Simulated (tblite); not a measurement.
# C4H8F3NSi2: the cost of one run

Computed with tblite 0.8.0 and PySCF 2.14.0, with density-fitted response routines of our own, on a single molecule, in the gas phase or a continuum. Atoms count from 0, in the outputs and in this text.

**1. Starting geometry**

18 atoms, charge 0, multiplicity 1; geometry from: force field or distance geometry start.

Bonds of the start (Å): F0–C1 1.37, C1–F2 1.34, C1–C3 1.33, C3–F4 1.37, C3–Si5 1.82, Si5–C6 1.90, C6–C7 1.53, C7–Si8 1.89, Si8–N9 1.70, N9–Si5 1.72, Si5–H10 1.48, C6–H11 1.09, C6–H12 1.11, C7–H13 1.10, C7–H14 1.10, Si8–H15 1.48, Si8–H16 1.48, N9–H17 1.02.

**2. Optimising the geometry with GFN2-xTB**

Job settings and geometry (Å):

```
{"job": {"kind": "relax", "xc": "GFN2-xTB", "basis": "xTB"}, "charge": 0, "multiplicity": 1}
F      4.183400    -0.923700     0.658600
C      3.127500    -0.242400     0.119100
F      3.314100     1.029000    -0.264000
C      1.945900    -0.843300     0.007600
F      1.834700    -2.132800     0.454400
Si     0.446200    -0.061700    -0.671700
C     -0.287100     1.230900     0.515200
C     -1.800800     1.155500     0.327400
Si    -2.164000    -0.652400    -0.097200
N     -0.799600    -1.215800    -0.949200
H      0.717600     0.578700    -1.976200
H      0.088000     2.232400     0.325400
H     -0.028600     0.960900     1.559300
H     -2.108500     1.785400    -0.519700
H     -2.345200     1.502000     1.216200
H     -3.378800    -0.816300    -0.920700
H     -2.233500    -1.457600     1.138900
H     -0.520000    -2.122400    -0.574800
```

Command:

```bash
$ OMP_NUM_THREADS=1 python probes_run.py task.json out
```

One launch serves the whole session: the jobs run in the order shown.

Q: Estimate the wall time and peak memory of this first job on 1 thread of Arm Neoverse N1, shared host.

About 1.3 s, with a peak of 0.18 GiB.
